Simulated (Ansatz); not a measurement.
# C2H3BFNO: a ladder of functionals and wavefunction methods

The task here is to estimate one member of a computed series from the others.

Method: functionals in def2-TZVPP, the program's frozen cores in correlated methods; program: Ansatz 0.2.0, Gaussian basis.

Plan: PBE-D4, r2SCAN-D4, PBE0-D4, B3LYP-D4, ωB97X-V, ωB97M-V, B2PLYP; CCSD(T)/def2-TZVPP; MP2/def2-QZVPP; extrapolation to the limit.

### Structure used throughout

An earlier PBE0-D4 in a triple-zeta def2 set relaxation fixed the geometry.

SMILES `FCB1N=CO1`, 9 atoms, charge 0, spin multiplicity 1.

Atoms are counted from 1 here; the program's logs count them from 0.

Bond lengths: F1–C2 1.379 Å, C2–B3 1.553 Å, C2–H7 1.099 Å, C2–H8 1.099 Å, B3–N4 1.496 Å, B3–O6 1.424 Å, N4–C5 1.273 Å, C5–O6 1.400 Å, C5–H9 1.092 Å. Angles: F1–C2–B3 113.5°, F1–C2–H7 109.1°, F1–C2–H8 109.1°, B3–C2–H7 109.4°, B3–C2–H8 109.4°, H7–C2–H8 106.0°, C2–B3–N4 133.6°, C2–B3–O6 130.6°, N4–B3–O6 95.8°, B3–N4–C5 78.7°, N4–C5–O6 108.2°, N4–C5–H9 132.6°, O6–C5–H9 119.1°, B3–O6–C5 77.3°.

Set-up of the first run:

File in.yaml:

```yaml
crystal:
  periodic: [false, false, false]
  atoms:
    - {symbol: F, position_ang: [-0.776019, -2.071133, 0.807850]}
    - {symbol: C, position_ang: [-0.459965, -0.769524, 1.137763]}
    - {symbol: B, position_ang: [0.047047, 0.069601, -0.066455]}
    - {symbol: N, position_ang: [0.500387, 1.487409, -0.219218]}
    - {symbol: C, position_ang: [0.624909, 1.056104, -1.410304]}
    - {symbol: O, position_ang: [0.232081, -0.287401, -1.432412]}
    - {symbol: H, position_ang: [-1.343854, -0.284605, 1.574661]}
    - {symbol: H, position_ang: [0.303973, -0.774156, 1.927472]}
    - {symbol: H, position_ang: [0.959940, 1.527405, -2.336359]}
basis:
  gaussian: {orbitals: def2-TZVPP}
hamiltonian: {xc: pbe, dispersion: d4}
output: {forces: true, orbitals: {seedname: orbitals}}
```

The run is started by

```bash
$ ansatz run in.yaml --threads 4 --pin off --events-out ev --progress --plain --max-ram 10444MiB
```

Steps of the session up to this table: PBE-D4 (GGA); r2SCAN-D4 (meta-GGA); PBE0-D4 (hybrid); B3LYP-D4 (hybrid); ωB97X-V (range-separated); ωB97M-V (range-separated); B2PLYP (double hybrid); CCSD(T) in def2-TZVPP; MP2 in def2-QZVPP.

One of the session's tables, all rows but one given; the rest of the session is left out.

It belongs to the step «Atomisation energies». 

```
            method  atomisation energy (kcal/mol)
            PBE-D4                          960.7
         r2SCAN-D4                          923.5
           PBE0-D4                          928.4
          B3LYP-D4                          918.4
           ωB97X-V                          922.3
           ωB97M-V                              ?
            B2PLYP                          910.7
     HF/def2-TZVPP                          628.2
    MP2/def2-TZVPP                          921.0
   CCSD/def2-TZVPP                          866.2
CCSD(T)/def2-TZVPP                          886.4
           MP2/CBS                          948.1
       CCSD(T)/CBS                          913.4
```

**Question.** Estimate the row for ωB97M-V.

As computed: atomisation energy (kcal/mol): 924.5. In the column «atomisation energy (kcal/mol)» it lies between r2SCAN-D4 (923.5) and PBE0-D4 (928.4).
